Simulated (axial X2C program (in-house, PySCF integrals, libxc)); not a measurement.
# MoBr: Ω levels from open-shell CI on d5 s0 p(π)0

Aim: the spin–orbit levels of MoBr that arise from the configuration d5 s0 p(π)0 of Mo, and how they move with the bond.

Method: two-component X2C, average-of-configuration Hartree–Fock and CI in the open shells; program: an in-house X2C program for linear molecules on PySCF integrals.

All values are calculated.

## Step 1: Input

Contents of task.json:

```json
{"zs": [42, 35], "q": 0, "bas": ["dyall-v3z", "dyall-v3z"], "r0": 2.52, "metal": 0, "shells": [[2, [0, 1, 2], 5], [0, [0], 0], [1, [1], 0]], "fix": 0, "emax": 3.2, "nroots": 4}
```

Keys: zs atomic numbers; q charge; bas basis sets; r0 starting distance in Å; metal index of the metal atom; shells open shells as [l, |m| values, electrons]; fix electron count of the first shell held; emax energy window in eV; nroots roots for each Ω.

Started as:

```sh
$ python soci.py task.json out
```

Two-component X2C with atomic mean-field Coulomb and Gaunt terms, basis Mo dyall-v3z, Br dyall-v3z (cores contracted in-house). Orbitals come from Hartree–Fock averaged over the configuration Mo d5 s0 p(π)0; CI then distributes these electrons over the d, s, p(π) shells of Mo.

## Step 2: CI at R = 2.538 Å

Q: Predict the outcome of this session. Wanted: lowest level of the model; next level; lowest curve, Re and ωe.

The runs gave:

```
                 quantity                        value
lowest level of the model  Ω = 1/2, g∥ = 2.00, 100% d5
               next level       Ω = 3/2, 4 cm⁻¹ higher
  lowest curve, Re and ωe          2.561 Å, 224.7 cm⁻¹
```

**Reading.** In the lowest level ⟨Sz⟩ = 0.50 and ⟨Lz⟩ = 0.00; its leading determinant has weight 0.10 among 649. From 2.538 to 2.360 Å the gap from the lowest to the fifth level goes from 17463 to 16989 cm⁻¹. Without dynamic correlation distances can be off by several hundredths of an Å, and the wavenumbers are rough. Dynamic correlation is missing, so gaps between terms are too wide and other configurations may lie lower; the lowest level listed is that of this model, not necessarily the ground state. For d shells the ligand-field splittings (σ, π, δ) and their order can be off by a thousand cm⁻¹ or more. At most 4 roots were kept for each Ω > 0 (twice that for Ω = 0) within 3.2 eV of the lowest, so higher up levels can be missing between those listed; levels with Ω > 0 are doubly degenerate and listed once, Ω = 0 levels singly. Some active spinors are only partly of the character that their shell is named for, so the shell names and counts are nominal. States that fill the shells left empty in the average are placed too high.
